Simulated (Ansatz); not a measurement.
# C₂H₇AlO₂: basis-set convergence

One table from this session's results is given with a row withheld; the runs are named, their logs left out.

Computed with Ansatz 0.2.0, Gaussian basis. Level: one geometry, several basis sets.

The runs, in order: PBE0-D4/def2-SVP; ωB97M-V/def2-SVP; PBE0-D4/def2-QZVPP; ωB97M-V/def2-QZVPP; the functionals' def2-TZVPP values are taken from earlier runs.

**Structure used throughout**

An earlier PBE0-D4 in a triple-zeta def2 set relaxation fixed the geometry.

12 atoms, charge 0, spin multiplicity 1.

Atoms are counted from 1 here; the program's logs count them from 0.

Bond lengths: C1–O2 1.395 Å, C1–H6 1.096 Å, C1–H7 1.098 Å, C1–H8 1.096 Å, O2–Al3 1.690 Å, Al3–C4 1.938 Å, Al3–O5 1.694 Å, C4–H9 1.094 Å, C4–H10 1.092 Å, C4–H11 1.094 Å, O5–H12 0.956 Å. Angles: O2–C1–H6 110.3°, O2–C1–H7 112.8°, O2–C1–H8 110.3°, H6–C1–H7 107.8°, H6–C1–H8 107.7°, H7–C1–H8 107.8°, C1–O2–Al3 134.5°, O2–Al3–C4 123.0°, O2–Al3–O5 117.2°, C4–Al3–O5 119.8°, Al3–C4–H9 111.4°, Al3–C4–H10 111.3°, Al3–C4–H11 111.3°, H9–C4–H10 107.9°, H9–C4–H11 106.8°, H10–C4–H11 107.9°, Al3–O5–H12 122.1°.

Set-up of the first run:

File in.yaml:

```yaml
crystal:
  periodic: [false, false, false]
  atoms:
    - {symbol: C, position_ang: [-1.404712, -0.274329, 1.507092]}
    - {symbol: O, position_ang: [-0.217861, 0.396425, 1.210827]}
    - {symbol: Al, position_ang: [0.797433, 0.468388, -0.138708]}
    - {symbol: C, position_ang: [0.451393, -0.514733, -1.773049]}
    - {symbol: O, position_ang: [2.171028, 1.453755, -0.023370]}
    - {symbol: H, position_ang: [-2.196080, 0.442873, 1.751569]}
    - {symbol: H, position_ang: [-1.761403, -0.896017, 0.674912]}
    - {symbol: H, position_ang: [-1.266080, -0.926899, 2.376204]}
    - {symbol: H, position_ang: [-0.519752, -0.248570, -2.200515]}
    - {symbol: H, position_ang: [1.216675, -0.314595, -2.525862]}
    - {symbol: H, position_ang: [0.432117, -1.593459, -1.591853]}
    - {symbol: H, position_ang: [2.374242, 1.952061, 0.766652]}
basis:
  gaussian: {orbitals: def2-SVP}
hamiltonian: {xc: pbe0, dispersion: d4}
output: {orbitals: {seedname: orbitals}}
```

Among the steps run: PBE0-D4 in def2-SVP; ωB97M-V in def2-SVP; PBE0-D4 in def2-QZVPP; ωB97M-V in def2-QZVPP.

One table of the session follows, with a row left open; its other results are not shown here.

It belongs to the step «Functionals by basis». 

```
functional       basis  HOMO (eV)  LUMO (eV)
   PBE0-D4    def2-SVP      -7.81       0.32
   PBE0-D4  def2-TZVPP          ?          ?
   PBE0-D4  def2-QZVPP      -7.99      -0.26
   ωB97M-V    def2-SVP     -10.17       1.86
   ωB97M-V  def2-TZVPP     -10.31       1.49
   ωB97M-V  def2-QZVPP     -10.35       0.93
```

**Question.** Estimate the row for PBE0-D4, def2-TZVPP.

**Answer.** HOMO (eV): -7.95; LUMO (eV): 0.03. In the column «HOMO (eV)» it lies between PBE0-D4, def2-QZVPP (-7.99) and PBE0-D4, def2-SVP (-7.81).
